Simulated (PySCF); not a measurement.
# La+, La(2+): ionisation energy in x2c-TZVPPall plus 1 even-tempered diffuse shell per l

Aim: the ionisation energy of lanthanum from differences of total energies, at each level of theory, and how far each lands from the tabulated value where there is one.

The numbers are computed with PySCF 2.14.0 (unrestricted determinants in a Gaussian basis, no spin-orbit coupling in the energies), except any that are marked as measured or tabulated.

**1. The atom as given**

| Item | Value |
| --- | --- |
| Element | lanthanum (Z = 57) |
| Basis | x2c-TZVPPall with one added diffuse shell each of s, p, d type (12s8p8d3f1g, 106 functions) |
| Hamiltonian | scalar relativity by spin-free X2C-1e |
| State 1 | La+: [Xe] 5d2, high-spin 3F determinant |
| State 2 | La(2+): [Xe] 5d1, 2D determinant |
| Methods | CCSD(T) |
| Core shells frozen in the correlated runs | valence: [Kr] 4d10 (for La+) |

Outer shells as boxes (Hund's rule):

La+ [Xe] 5d2
```
[Xe] core
5d [↑ ][↑ ][  ][  ][  ]
```

La2+ [Xe] 5d1
```
[Xe] core
5d [↑ ][  ][  ][  ][  ]
```

The runs were made by one driver on top of PySCF. The scripts below sum up each run's settings (the driver also hands on starting orbitals that pick excited configurations, and frozen orbitals as a list rather than a count), and the logs come from the driver's own runs. The driver starts from symmetry-adapted Hartree-Fock orbitals, holds the occupation by maximum overlap and uses a logarithmic radial grid for functionals, so a plain start would take other cycles.

The integrals over 106 functions and the set-up took 5.9 s of CPU time.

**2. La+: CCSD(T) (valence)**

#### CCSD(T) (valence)

Contents of input.py:

```python
from pyscf import gto, scf, dft, mp, cc
import basis_set_exchange as bse
mol = gto.M(atom="La 0 0 0", charge=1, spin=2, symmetry="D2h",
            basis=gto.basis.parse(bse.get_basis("x2c-TZVPPall", elements=["La"], fmt="nwchem", augment_diffuse=1)),
            nucmod="G")
mf = scf.UHF(mol).sfx2c1e()
mf.irrep_nelec = {'Ag': (10, 9), 'B1g': (3, 2), 'B2g': (2, 2), 'B3g': (2, 2), 'B1u': (4, 4), 'B2u': (4, 4), 'B3u': (4, 4)}
mf.kernel()
mycc = cc.CCSD(mf, frozen=23).run()
mycc.ccsd_t()
```

**3. La(2+): CCSD(T) (valence)**

#### CCSD(T) (valence)

Contents of input.py:

```python
from pyscf import gto, scf, dft, mp, cc
import basis_set_exchange as bse
mol = gto.M(atom="La 0 0 0", charge=2, spin=1, symmetry="D2h",
            basis=gto.basis.parse(bse.get_basis("x2c-TZVPPall", elements=["La"], fmt="nwchem", augment_diffuse=1)),
            nucmod="G")
mf = scf.UHF(mol).sfx2c1e()
mf.irrep_nelec = {'Ag': (9, 9), 'B1g': (3, 2), 'B2g': (2, 2), 'B3g': (2, 2), 'B1u': (4, 4), 'B2u': (4, 4), 'B3u': (4, 4)}
mf.kernel()
mycc = cc.CCSD(mf, frozen=23).run()
mycc.ccsd_t()
```

**Question.** What will these runs give?

As calculated:

```
              quantity                                                      value
ionisation energy, La+  UHF 10.424, CCSD(T) (valence) 10.953 eV; reference 11.185
```

Each level's miss (mean over 1 difference):

| method | mean absolute miss against the measured value (with the measured fine structure taken into account where it is known) (eV) |
| --- | --- |
| UHF | 0.751 |
| MP2 (valence) | 0.279 |
| SCS-MP2 (valence) | 0.377 |
| CCSD (valence) | 0.249 |
| CCSD(T) (valence) | 0.222 |

**Reading.** CCSD(T) (valence) lands nearest to the measured value (off by 0.22 eV); UHF misses by most (0.75 eV). Hartree-Fock falls short because the species with more electrons holds more correlation energy, which it lacks. All values hold for this basis alone; no basis-set limit was taken.
